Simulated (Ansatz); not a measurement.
# C₂H₄OSn: how energies converge with the basis set

An exercise on one series of results from a longer session: the logs are not shown, and one member is left open.

Program: Ansatz 0.2.0, Gaussian basis. Level of theory: one geometry, several basis sets. These are calculated values, not measurements.

The runs, in order: PBE0-D4/def2-SVP; ωB97M-V/def2-SVP; PBE0-D4/def2-QZVPP; ωB97M-V/def2-QZVPP; the functionals' def2-TZVPP values are taken from earlier runs.

## The geometry

All runs share one geometry, relaxed beforehand with PBE0-D4 in a triple-zeta def2 set. Sn takes the def2 core potential; no spin-orbit term is included.

SMILES `[SnH3][C]1=CO1`, 8 atoms, charge 0, spin multiplicity 1.

Atoms are counted from 1 here; the program's logs count them from 0.

Bond lengths: Sn1–C2 2.100 Å, Sn1–H5 1.704 Å, Sn1–H6 1.703 Å, Sn1–H7 1.699 Å, C2–C3 1.314 Å, C2–O4 1.829 Å, C3–O4 1.296 Å, C3–H8 1.087 Å. Angles: C2–Sn1–H5 105.6°, C2–Sn1–H6 108.4°, C2–Sn1–H7 107.9°, H5–Sn1–H6 112.2°, H5–Sn1–H7 110.9°, H6–Sn1–H7 111.5°, Sn1–C2–C3 143.4°, Sn1–C2–O4 115.8°, C3–C2–O4 45.1°, C2–C3–O4 89.0°, C2–C3–H8 142.2°, O4–C3–H8 128.6°, C2–O4–C3 45.9°.

The first run:

Input file in.yaml:

```yaml
crystal:
  periodic: [false, false, false]
  atoms:
    - {symbol: Sn, position_ang: [-0.372550, 1.212864, -0.526741]}
    - {symbol: C, position_ang: [0.391526, -0.726756, -0.272402]}
    - {symbol: C, position_ang: [0.432877, -1.744131, 0.557840]}
    - {symbol: O, position_ang: [1.212991, -1.053745, 1.329159]}
    - {symbol: H, position_ang: [-1.574383, 1.079045, -1.726589]}
    - {symbol: H, position_ang: [-1.006743, 1.739545, 0.963594]}
    - {symbol: H, position_ang: [0.898973, 2.211390, -1.049916]}
    - {symbol: H, position_ang: [0.109509, -2.775411, 0.669155]}
basis:
  gaussian: {orbitals: def2-SVP}
hamiltonian: {xc: pbe0, dispersion: d4}
output: {orbitals: {seedname: orbitals}}
```

Command:

```console
ansatz run in.yaml --threads 2 --pin off --events-out ev --progress --plain --max-ram 4352MiB
```

Steps of the session up to this table: PBE0-D4 in def2-SVP; ωB97M-V in def2-SVP; PBE0-D4 in def2-QZVPP; ωB97M-V in def2-QZVPP.

One of the session's tables, all rows but one given; the rest of the session is left out.

It belongs to the step «Density functionals: the series». 

| functional | basis | HOMO (eV) |
| --- | --- | --- |
| PBE0-D4 | def2-SVP | -6.14 |
| PBE0-D4 | def2-TZVPP | ? |
| PBE0-D4 | def2-QZVPP | -6.32 |
| ωB97M-V | def2-SVP | -8.35 |
| ωB97M-V | def2-TZVPP | -8.51 |
| ωB97M-V | def2-QZVPP | -8.55 |

Estimate the missing values for PBE0-D4, def2-TZVPP.

**Answer.** HOMO (eV): -6.28. In the column «HOMO (eV)» it lies between PBE0-D4, def2-QZVPP (-6.32) and PBE0-D4, def2-SVP (-6.14).
